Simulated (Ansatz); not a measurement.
**C2H4AlNSe: one species, many methods**

Aim: compute C2H4AlNSe with functionals from several rungs and with coupled cluster, and see how far each lands from CCSD(T) at the basis-set limit for the atomisation energy.

Method: functionals in def2-TZVPP, the program's frozen cores in correlated methods; program: Ansatz 0.2.0, Gaussian basis.

Plan: PBE-D4, r2SCAN-D4, PBE0-D4, B3LYP-D4, ωB97X-V, ωB97M-V, B2PLYP; CCSD(T)/def2-TZVPP; MP2/def2-QZVPP; extrapolation to the limit.

## (1) The relaxed structure

An earlier PBE0-D4 in a triple-zeta def2 set relaxation fixed the geometry.

SMILES `C1=[N][AlH][CH2][Se]1`, 9 atoms, charge 0, spin multiplicity 1.

Atoms are counted from 1 here; the program's logs count them from 0.

Bond lengths: C1–N2 1.256 Å, C1–Se5 1.954 Å, C1–H6 1.097 Å, N2–Al3 1.817 Å, Al3–C4 1.967 Å, Al3–H7 1.578 Å, C4–Se5 1.940 Å, C4–H8 1.092 Å, C4–H9 1.092 Å. Angles: N2–C1–Se5 125.8°, N2–C1–H6 123.9°, Se5–C1–H6 110.3°, C1–N2–Al3 111.6°, N2–Al3–C4 104.4°, N2–Al3–H7 125.6°, C4–Al3–H7 130.1°, Al3–C4–Se5 103.6°, Al3–C4–H8 113.7°, Al3–C4–H9 113.7°, Se5–C4–H8 108.9°, Se5–C4–H9 108.9°, H8–C4–H9 107.9°, C1–Se5–C4 94.7°.

## (2) PBE-D4 (GGA)

Contents of in.yaml:

```yaml
crystal:
  periodic: [false, false, false]
  atoms:
    - {symbol: C, position_ang: [0.504786, 1.540810, -0.524033]}
    - {symbol: N, position_ang: [1.460743, 0.879356, -0.047272]}
    - {symbol: Al, position_ang: [0.924443, -0.765931, 0.505932]}
    - {symbol: C, position_ang: [-1.001095, -0.811529, 0.107387]}
    - {symbol: Se, position_ang: [-1.344624, 0.929858, -0.676529]}
    - {symbol: H, position_ang: [0.602652, 2.560224, -0.918002]}
    - {symbol: H, position_ang: [1.853420, -1.863528, 1.154707]}
    - {symbol: H, position_ang: [-1.281689, -1.584595, -0.611250]}
    - {symbol: H, position_ang: [-1.630237, -0.930963, 0.992158]}
basis:
  gaussian: {orbitals: def2-TZVPP}
hamiltonian: {xc: pbe, dispersion: d4}
output: {forces: true, orbitals: {seedname: orbitals}}
```

Started as:

```sh
$ ansatz run in.yaml --threads 4 --pin off --events-out ev --progress --plain --max-ram 10444MiB
```

After this run come: r2SCAN-D4 (meta-GGA); PBE0-D4 (hybrid); B3LYP-D4 (hybrid); ωB97X-V (range-separated); ωB97M-V (range-separated); B2PLYP (double hybrid); CCSD(T) in def2-TZVPP; MP2 in def2-QZVPP.

Q: Predict the results of all the runs planned. Wanted: atomisation energy, CCSD(T)/CBS; farthest; mean size of error, hybrid; mean size of error, range-separated; gap, smallest and largest; T1 diagnostic; triples share of the correlation energy.

**Answer**, as computed:

| quantity | value |
| --- | --- |
| atomisation energy, CCSD(T)/CBS | 3276.1 kJ/mol |
| functionals within 32.8 kJ/mol (1.0 %) | r2SCAN-D4, PBE0-D4, B3LYP-D4, ωB97X-V, ωB97M-V |
| farthest | PBE-D4 (+115.5 kJ/mol) |
| mean size of error, hybrid | 13.7 kJ/mol |
| mean size of error, range-separated | 7.7 kJ/mol |
| gap, smallest and largest | 3.16 eV (PBE-D4), 9.17 eV (ωB97X-V) |
| T1 diagnostic | 0.0144 |
| triples share of the correlation energy | 4.6 % |

In words: PBE-D4 misses by +115.5 kJ/mol. Double hybrids carry the basis error of their MP2 part in triple zeta, and no dispersion term here, so their miss is partly the set-up's. Misses under about 32.8 kJ/mol are within the doubt on the reference itself, which lacks core-valence correlation, relativity and higher excitations, and its outer-core shells are covered unevenly. All levels share the lack of spin-orbit coupling, which lowers the free heavy atoms and so the true binding. Hartree-Fock recovers 68 % of the binding; the rest is correlation. Orbital gaps span 3.2 to 9.2 eV; exact exchange widens them. Correlated methods include outer-core shells of Se, which these sets cover unevenly.
